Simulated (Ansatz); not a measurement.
# InH₂+ (triplet): PBE, r2SCAN over a scan of the distance In1–H2, def2-TZVPP

Aim: run InH₂+ (triplet) with these functionals over a scan of the distance In1–H2, and hold them against the top wave-function level at the same points.

Method: def2-TZVPP, all electrons in the functionals; program: Ansatz 0.2.0, Gaussian basis.

Plan: PBE, r2SCAN, at 1.553 Å; 1.735 Å; 1.966 Å; 2.173 Å; 2.436 Å; 2.692 Å; 3.096 Å; 3.615 Å; 4.288 Å; 5.216 Å; 6.578 Å.

21 further runs of the same task are left out: 15 that didn't finish, 6 set aside as unsound or not needed.

## 1. What is computed

The geometry derives from a PBE0/def2-TZVP stationary point (not a proven minimum). One bond is set to the value named and the two fragments are kept rigid. No spin-orbit coupling is included. Elements past krypton take def2 core potentials.

3 atoms, charge 1, spin multiplicity 3.

Atoms are counted from 1 here; the program's logs count them from 0.

Bond lengths: In1–H2 1.966 Å, In1–H3 1.966 Å. Angles: H2–In1–H3 71.1°.

No dispersion term is added.

The geometry shown and the zero of energy belong to the point 1.966 Å. The yardstick, FCI, and other wave-function levels (R restricted, U unrestricted, valence and pair active spaces) come from earlier runs.

## 2. PBE, 1.553 Å

in.yaml

```yaml
crystal:
  periodic: [false, false, false]
  atoms:
    - {symbol: In, position_ang: [0.000000, 0.002073, -0.024702]}
    - {symbol: H, position_ang: [0.000000, 0.905032, 1.238814]}
    - {symbol: H, position_ang: [0.000000, -1.141220, 1.575116]}
basis:
  gaussian: {orbitals: def2-TZVPP}
total_charge: 1
magnetization: {spin_polarized: true, initial_magnetization: 2}
hamiltonian: {xc: {name: PBE}}
output: {orbitals: {seedname: orbitals}}
```

Started as:

```console
$ ansatz run in.yaml --threads 1 --pin off --events-out ev --progress --plain --max-ram 2393MiB
```

Further steps of the session: PBE, 1.735 Å; PBE, 1.966 Å; PBE, 2.173 Å; PBE, 2.436 Å; PBE, 2.692 Å; PBE, 3.096 Å; PBE, 3.615 Å; PBE, 4.288 Å; PBE, 5.216 Å; PBE, 6.578 Å; r2SCAN, 1.553 Å; r2SCAN, 1.735 Å; r2SCAN, 1.966 Å; r2SCAN, 2.173 Å; r2SCAN, 2.436 Å; r2SCAN, 2.692 Å; r2SCAN, 3.096 Å; r2SCAN, 3.615 Å; r2SCAN, 4.288 Å; r2SCAN, 5.216 Å; r2SCAN, 6.578 Å.

Before running them: what should the planned runs give, taken together? Wanted: span of the FCI curve; largest miss, PBE; largest miss, r2SCAN; largest miss, RCCSD(T); largest miss, UCCSD(T).

As calculated:

| quantity | value |
| --- | --- |
| span of the FCI curve | 0.577 eV |
| largest miss, PBE | +0.051 eV (6.578 Å) |
| largest miss, r2SCAN | +0.228 eV (6.578 Å) |
| largest miss, RCCSD(T) | -0.008 eV (1.553 Å) |
| largest miss, UCCSD(T) | -0.019 eV (1.553 Å) |

What this shows: Of the functionals, PBE keep the smallest largest miss at the points compared (at most 0.051 eV) and r2SCAN strays most (0.228 eV, at 6.578 Å). Functionals and the yardstick converge differently with the basis, so part of each miss in def2-TZVPP is the basis.
